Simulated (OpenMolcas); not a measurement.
**Cu³⁺ among point charges: CASSCF and CASPT2 levels and susceptibility**

Aim: the splitting of the states of Cu³⁺ in the field of 6 point charges, its lowest levels with spin-orbit coupling and its magnetic susceptibility.

Program: OpenMolcas 26.06. Level of theory: state-averaged CASSCF and CASPT2, spin-orbit coupling by RASSI with atomic mean-field integrals. These are calculated values, not measurements, unless marked.

**1. Starting point**

* Species: Cu³⁺ (copper, Z = 29, 26 electrons)
* Basis: ANO-RCC-VTZP [6s5p3d2f1g], 59 functions
* Scalar Hamiltonian: DKH2, point nucleus
* Inactive shells: 1s 2s 2p 3s 3p
* Active space: 8 electrons in 5 orbitals (3d)
* Some configurations of this space: 3d⁸
* Orbitals: optimised for each spin and parity, averaged over all roots

The outer shells:

3d8
```
3d [↑↓][↑↓][↑↓][↑ ][↑ ]
```

The ion sits among 6 point charges of -0.65 e arranged as a tetragonal octahedron (D4h), 1.66 Å from the ion, with the axial distance 1.859 Å.

Each step is its own input file, run in one work folder so that later steps find the files of earlier ones. Labels, J, g values, rates, χT and fits are worked out afterwards by a script from the matrices that RASSI stores. The input lists half of the charges; inversion (Group=XYZ) makes the rest.

**2. GATEWAY and SEWARD: basis and integrals**

Contents of a.inp:

```
&GATEWAY
Coord
1

Cu 0.0 0.0 0.0
Basis=ANO-RCC-VTZP
Group=XYZ
NoMove
AngMom=0.0 0.0 0.0
AMFI
XField
3 Angstrom 0
1.660000 0.000000 0.000000 -0.650000
0.000000 1.660000 0.000000 -0.650000
0.000000 0.000000 1.859200 -0.650000
&SEWARD
```

On the command line:

```console
> OMP_NUM_THREADS=1 MOLCAS_MEM=1689 MOLCAS_PROJECT=a pymolcas a.inp > a.log
```

Standard output:

```text
Basis set label: CU.ANO-RCC...6S5P3D2F1G.

      Electronic valence basis set:
      ------------------
      Associated Effective Charge  29.000000 au
      Associated Actual Charge     29.000000 au
      Nuclear Model: Point charge

      Shell  nPrim  nBasis  Cartesian Spherical Contaminant
         s      21       6        X
         p      15       5        X
         d      10       3                 X
         f       6       2                 X
         g       4       1                 X
                  Relativistic Douglas-Kroll-Hess integrals:
                    - DKH order of Hamiltonian: 2
                    - DKH order of Properties : 0
                  Atomic mean-field integrals
```

**3. Reference wave functions, triplets of even parity, 10 roots**

Contents of a.inp:

```
&RASSCF
FileOrb=start.orb
Symmetry=1
Spin=3
nActEl=8 0 0
Inactive=3 6
Ras2=5 0
CIRoot=10 10 1
SDav=10
CIMx=300
Iter=120 100
PrWF=0.3
OrbListing=Nothing
MaxOrb=0
>>> COPY $Project.JobIph JOB001
```

start.orb holds the contracted functions of the basis, ordered by shell, or the orbitals of the step before.

Standard output (excerpt; [...] marks lines left out):

```text
[...]
      Number of active orbitals                  5
[...]
      Spin quantum number                      1.0
[...]
      Active orbitals                            5   0
[...]
      Number of CSFs                            10
      Number of root(s) required                10
[...]
      Convergence after  9 iterations
[...]
      Natural orbitals and occupation numbers for root  1
      sym 1:   2.000000   2.000000   1.000000   2.000000   1.000000
      Natural orbitals and occupation numbers for root  2
      sym 1:   1.122012   1.122012   2.000000   1.877988   1.877988
      Natural orbitals and occupation numbers for root  3
      sym 1:   1.122012   1.877988   2.000000   1.122012   1.877988
::    RASSCF root number  1 Total energy:  -1654.59026269
::    RASSCF root number  2 Total energy:  -1654.58497642
::    RASSCF root number  3 Total energy:  -1654.58497642
[...]
::    RASSCF root number  7 Total energy:  -1654.57853576
::    RASSCF root number  8 Total energy:  -1654.48450765
::    RASSCF root number  9 Total energy:  -1654.47830858
::    RASSCF root number 10 Total energy:  -1654.47830858
```

**4. CASSCF: singlets of even parity, 15 roots**

Contents of a.inp:

```
&RASSCF
FileOrb=start.orb
Symmetry=1
Spin=1
nActEl=8 0 0
Inactive=3 6
Ras2=5 0
CIRoot=15 15 1
SDav=15
CIMx=300
Iter=120 100
PrWF=0.3
OrbListing=Nothing
MaxOrb=0
>>> COPY $Project.JobIph JOB002
```

Standard output (excerpt; [...] marks lines left out):

```text
[...]
      Number of active orbitals                  5
[...]
      Spin quantum number                      0.0
[...]
      Active orbitals                            5   0
[...]
      Number of CSFs                            15
      Number of root(s) required                15
[...]
      Convergence after  7 iterations
[...]
      Natural orbitals and occupation numbers for root  1
      sym 1:   1.234840   1.875605   1.435984   1.875605   1.577966
      Natural orbitals and occupation numbers for root  2
      sym 1:   1.299359   1.700641   1.299359   1.700641   2.000000
      Natural orbitals and occupation numbers for root  3
      sym 1:   1.561226   1.438774   1.561226   1.438774   2.000000
::    RASSCF root number  1 Total energy:  -1654.50197914
::    RASSCF root number  2 Total energy:  -1654.49967559
::    RASSCF root number  3 Total energy:  -1654.49773911
[...]
::    RASSCF root number 12 Total energy:  -1654.44687087
::    RASSCF root number 13 Total energy:  -1654.44687087
::    RASSCF root number 14 Total energy:  -1654.44614267
::    RASSCF root number 15 Total energy:  -1654.25567680
```

**5. State interaction with spin-orbit coupling**

Contents of a.inp:

```
&RASSI
NrOfJobIphs=2 10 15
1 2 3 4 5 6 7 8 9 10
1 2 3 4 5 6 7 8 9 10 11 12 13 14 15
IphNames
JOB001
JOB002
EJob
SpinOrbit
DIPRint=1.0
SOCoupling=1000.0
Subsets=2
Property=9
'ANGMOM' 1 'ANGMOM' 2 'ANGMOM' 3 'MLTPL  1' 1 'MLTPL  1' 2 'MLTPL  1' 3
'AMFI' 1 'AMFI' 2 'AMFI' 3
SOProperty=3
'ANGMOM' 1 'ANGMOM' 2 'ANGMOM' 3
```

Standard output (excerpt; [...] marks lines left out):

```text
SPIN-FREE ENERGIES:
  (Shifted by EMIN (a.u.) =      -1654.5902626902)
 SF State       Relative EMIN(au)   Rel lowest level(eV)    D:o, cm**(-1)      L_eff
     1             0.0000000000        0.0000000000              0.0000         3.0
     2             0.0052862671        0.1438466557           1160.2015         3.0
     3             0.0052862671        0.1438466557           1160.2015         3.0
     4             0.0071984518        0.1958798516           1579.8775         3.0
     5             0.0111587201        0.3036442435           2449.0560         3.0
     6             0.0111587201        0.3036442435           2449.0560         3.0
     7             0.0117269340        0.3191061313           2573.7645         3.0
    11             0.0882835486        2.4023177406          19375.9993         2.0
    12             0.0905870959        2.4650004561          19881.5695         2.0
    13             0.0925235780        2.5176948171          20306.5782         2.0
[...]
Eigenvalues of complex Hamiltonian:
   -----------------------------------
  (Shifted by EMIN (a.u.) =      -1654.5902626902)
 SO State       Relative EMIN(au)   Rel lowest level(eV)    D:o, cm**(-1)     J-value
     1            -0.0036016324        0.0000000000              0.0000         3.0
     2            -0.0036016324        0.0000000000              0.0000         3.0
     3            -0.0035338961        0.0018431997             14.8664         3.4
     4            -0.0000098097        0.0977384769            788.3140         2.2
     5             0.0004531773        0.1103369941            889.9279         1.7
     6             0.0023421641        0.1617389445           1304.5126         3.5
     7             0.0031543504        0.1838396599           1482.7669         3.6
     8             0.0031543504        0.1838396599           1482.7669         3.6
     9             0.0051801187        0.2389636237           1927.3716         3.6
    10             0.0075461558        0.3033467723           2446.6567         1.9
    11             0.0075461558        0.3033467723           2446.6567         1.9
[...]
```

These steps took 5.5 s in all on 1 thread of Arm Neoverse V1, shared host.

Spin-free states, with their symmetry labels:

```
state  degeneracy  E (cm-1)  free-ion L (%)
  3B1           1         0         F (100)
   3E           2      1160         F (100)
  3B2           1      1580         F (100)
   3E           2      2449         F (100)
  3A2           1      2574         F (100)
  1A1           1     19376          D (99)
  1B1           1     19882          D (98)
   1E           2     20307         D (100)
  1B2           1     20896          D (99)
  3A2           1     23211         P (100)
   3E           2     24571         P (100)
  1A2           1     29125         G (100)
  1A1           1     29203          G (99)
   1E           2     30648         G (100)
  1B1           1     31153          G (98)
  1A1           1     31400         G (100)
   1E           2     31471         G (100)
  1B2           1     31631          G (99)
  1A1           1     73433         S (100)
```

With spin-orbit coupling:

```tsv
E (cm-1)	Degeneracy	Label	2S+1	g
0.0	2	E	3	0.00 0.00 6.06
14.9	1	B2	3	
788.3	1	A1	3	
889.9	1	A2	3	
1305	1	B1	3	
1483	2	E	3	0.00 0.00 0.07
1927	1	A1	3	
2447	2	E	3	0.00 0.00 3.82
2544	1	B1	3	
2742	1	B2	3	
3157	2	E	3	0.00 0.00 0.09
3377	1	A2	3	
3992	1	B2	3	
4460	1	B1	3	
4466	2	E	3	0.00 0.00 1.90
4758	1	A1	3	
19911	1	A1	1	
20437	1	B1	1	
20706	2	E	1	0.00 0.00 2.14
21305	1	B2	1	
24145	1	A1	3	
24270	2	E	3	0.00 0.00 3.76
25264	1	B1	3	
25394	1	B2	3
```

Principal g values are given for doublets only; a zero marks a field direction without first-order Zeeman splitting.

Powder χT (cm³ K/mol): 1.38 at 2 K, 1.72 at 5 K, 2.08 at 10 K, 2.33 at 20 K, 2.48 at 50 K, 2.59 at 100 K, 2.68 at 150 K, 2.76 at 200 K, 2.84 at 250 K, 2.92 at 300 K.

Orbitals of the lowest block (energies include the constant potential of the surroundings):

```
shell     space  energy (hartree)  mean occupation  ⟨r²⟩ (bohr²)
   1s  inactive         -333.0296            2.000       0.00362
   2s  inactive          -42.2574            2.000        0.0646
   2p  inactive          -36.4008            6.000        0.0521
   3s  inactive           -5.6931            2.000         0.573
   3p  inactive           -3.8753            6.000         0.639
   3d      RAS2                              8.000         0.907
```

**6. CASPT2: IPEA 0.25, imaginary shift 0.1 (closed shells correlated: 3s 3p)**

Contents of a.inp:

```
>>> COPY JOB001 $Project.JobIph
&CASPT2
Multistate=10 1 2 3 4 5 6 7 8 9 10
NoMult
Frozen=2 3
IPEA=0.25
Imaginary=0.1
MaxIter=60
WThr=0.0 0.3 0.05
PrWF=0.5
NoMix
>>> COPY JOB002 $Project.JobIph
&CASPT2
Multistate=15 1 2 3 4 5 6 7 8 9 10 11 12 13 14 15
NoMult
Frozen=2 3
IPEA=0.25
Imaginary=0.1
MaxIter=60
WThr=0.0 0.3 0.05
PrWF=0.5
NoMix
```

On the command line:

```console
> OMP_NUM_THREADS=1 MOLCAS_MEM=1689 MOLCAS_PROJECT=a pymolcas a.inp > a.log
```

Standard output:

```text
Orbital specifications:
      -----------------------

      Symmetry species                           1   2
                                                ag  au
      Frozen orbitals                            2   3
      Inactive orbitals                          1   3
      Active orbitals                            5   0
      Secondary orbitals                        22  23
      Deleted orbitals                           0   0
      Number of basis functions                 30  29
Type of calculation                        SS-CASPT2
      Fock operator                              state-specific
      IPEA shift                                 0.25
      Real shift                                 0.00
      Imaginary shift                            0.10
      The input orbitals will be transformed to quasi-canonical
Reference energy:       -1654.5902626902
      E2 (Non-variational):      -0.6055262277
      Shift correction:          -0.0000615093
      E2 (Variational):          -0.6055877371
      Total energy:           -1655.1958504272
      Residual norm:              0.0000000347
      Reference weight:           0.95007
      Contributions to the CASPT2 correlation energy
      Active & Virtual Only:         -0.2525321092
      One Inactive Excited:          -0.2680130400
      Two Inactive Excited:          -0.0849810785
Reference energy:       -1654.5849764231
      E2 (Non-variational):      -0.6069048970
      Shift correction:          -0.0000627507
      E2 (Variational):          -0.6069676477
      Total energy:           -1655.1919440708
      Residual norm:              0.0000000481
      Reference weight:           0.94972
      Contributions to the CASPT2 correlation energy
      Active & Virtual Only:         -0.2533906210
      One Inactive Excited:          -0.2684589477
      Two Inactive Excited:          -0.0850553284
::    CASPT2 Root  1     Total energy:  -1655.19585043
::    CASPT2 Root  2     Total energy:  -1655.19194407
::    CASPT2 Root  3     Total energy:  -1655.19194406
::    CASPT2 Root  4     Total energy:  -1655.18794551
::    CASPT2 Root  5     Total energy:  -1655.18365279
::    CASPT2 Root  6     Total energy:  -1655.18365279
::    CASPT2 Root  7     Total energy:  -1655.18599904
::    CASPT2 Root  8     Total energy:  -1655.10996379
::    CASPT2 Root  9     Total energy:  -1655.10354346
::    CASPT2 Root 10     Total energy:  -1655.10354289
Orbital specifications:
      -----------------------

      Symmetry species                           1   2
                                                ag  au
      Frozen orbitals                            2   3
      Inactive orbitals                          1   3
      Active orbitals                            5   0
      Secondary orbitals                        22  23
      Deleted orbitals                           0   0
      Number of basis functions                 30  29
Type of calculation                        SS-CASPT2
      Fock operator                              state-specific
      IPEA shift                                 0.25
      Real shift                                 0.00
      Imaginary shift                            0.10
      The input orbitals will be transformed to quasi-canonical
Reference energy:       -1654.5019791416
      E2 (Non-variational):      -0.6250298805
      Shift correction:          -0.0000671539
      E2 (Variational):          -0.6250970344
      Total energy:           -1655.1270761760
      Residual norm:              0.0000000197
      Reference weight:           0.94695
      Contributions to the CASPT2 correlation energy
      Active & Virtual Only:         -0.2622472075
      One Inactive Excited:          -0.2693345670
      Two Inactive Excited:          -0.0934481060
Reference energy:       -1654.4996755943
      E2 (Non-variational):      -0.6244590254
      Shift correction:          -0.0000667685
      E2 (Variational):          -0.6245257939
      Total energy:           -1655.1242013881
      Residual norm:              0.0000000221
      Reference weight:           0.94708
      Contributions to the CASPT2 correlation energy
      Active & Virtual Only:         -0.2620821594
      One Inactive Excited:          -0.2690038619
      Two Inactive Excited:          -0.0933730040
::    CASPT2 Root  1     Total energy:  -1655.12707618
::    CASPT2 Root  2     Total energy:  -1655.12420139
::    CASPT2 Root  3     Total energy:  -1655.12296315
::    CASPT2 Root  4     Total energy:  -1655.12296315
::    CASPT2 Root  5     Total energy:  -1655.11954057
::    CASPT2 Root  6     Total energy:  -1655.07725812
::    CASPT2 Root  7     Total energy:  -1655.07724500
::    CASPT2 Root  8     Total energy:  -1655.07450715
::    CASPT2 Root  9     Total energy:  -1655.07450714
::    CASPT2 Root 10     Total energy:  -1655.07112515
::    CASPT2 Root 11     Total energy:  -1655.06935221
::    CASPT2 Root 12     Total energy:  -1655.06714053
::    CASPT2 Root 13     Total energy:  -1655.06714055
::    CASPT2 Root 14     Total energy:  -1655.06923999
::    CASPT2 Root 15     Total energy:  -1654.91409562
```

Time for this run: 3.4 s (1 thread of Arm Neoverse V1, shared host).

SS-CASPT2: lowest energy less the reference's lowest, -0.6056 hartree; reference weights 0.942 to 0.950.

Spin-free states, with their symmetry labels:

```
state  degeneracy  E (cm-1)  free-ion L (%)
  3B1           1         0         F (100)
   3E           2       857         F (100)
  3B2           1      1735         F (100)
  3A2           1      2162         F (100)
   3E           2      2677         F (100)
  1A1           1     15094          D (99)
  1B1           1     15725          D (98)
   1E           2     15997         D (100)
  1B2           1     16748          D (99)
  3A2           1     18850         P (100)
   3E           2     20259         P (100)
  1A2           1     26028         G (100)
  1A1           1     26031          G (99)
   1E           2     26632         G (100)
  1B1           1     27374          G (98)
  1A1           1     27763         G (100)
  1B2           1     27788          G (99)
   1E           2     28249         G (100)
  1A1           1     61838         S (100)
```

With spin-orbit coupling:

```
E (cm-1)  Degeneracy  Label  2S+1               g
       0           1     B2     3                
       1           2      E     3  0.00 0.00 5.59
     550           1     A1     3                
     700           1     A2     3                
    1430           1     B1     3                
    1450           2      E     3  0.00 0.00 0.48
    1890           1     A1     3                
    2440           1     B1     3                
    2440           2      E     3  0.00 0.00 3.58
    2690           1     B2     3                
    3050           2      E     3  0.00 0.00 0.73
    3590           1     A2     3                
    4110           1     B2     3                
    4490           2      E     3  0.00 0.00 0.92
    4630           1     B1     3                
    4640           1     A1     3                
   15720           1     A1     1                
   16360           1     B1     1                
   16480           2      E     1  0.00 0.00 2.15
   17220           1     B2     1                
   19840           1     A1     3                
   19970           2      E     3  0.00 0.00 3.75
   21020           1     B1     3                
   21160           1     B2     3
```

Powder χT (cm³ K/mol): 2.42 at 2 K, 2.48 at 5 K, 2.49 at 10 K, 2.50 at 20 K, 2.56 at 50 K, 2.66 at 100 K, 2.76 at 150 K, 2.85 at 200 K, 2.94 at 250 K, 3.02 at 300 K.

**7. The methods side by side**

A. CASSCF
B. SS-CASPT2, IPEA 0.25, imaginary shift 0.1 (closed shells correlated: 3s 3p)

```
method  ground state  first state of that spin (cm-1)  first gap with spin-orbit (cm-1)  χT at 300 K
     A           3B1                          3E 1160                              14.9         2.92
     B           3B1                         3E 857.3                               1.2         3.02
```

**8. Results**

| quantity | value |
| --- | --- |
| method | SS-CASPT2, IPEA 0.25, imaginary shift 0.1 (closed shells correlated: 3s 3p) |
| spin-free ground state | 3B1, 1-fold in its orbital part |
| first state of the same spin within the active space | 3E at 857 cm⁻¹ |
| lowest level | 1-fold B2 |
| next level | 1.2 cm⁻¹ |
| χT at 300 K | 3.02 cm³ K/mol |
| effective moment at 300 K | 4.91 μB |

Cost by method:

```
                                              method  time of its own steps  time with the reference
                                           A. CASSCF                  5.5 s                    5.5 s
B. SS-CASPT2, IPEA 0.25, imaginary shift 0.1, +3s 3p                  3.4 s                    8.9 s
```

Times are of one thread on a shared host.

In words: The spin-free ground state (3B1) comes to 100 % from free-ion F terms and keeps the highest spin of the shell. χT at 300 K is 3.02, against 1.00 cm³ K/mol for the spin alone, so orbital moment adds to it. The field of point charges can differ much from that of real complexes. This is an electrostatic model: the charges have no orbitals.
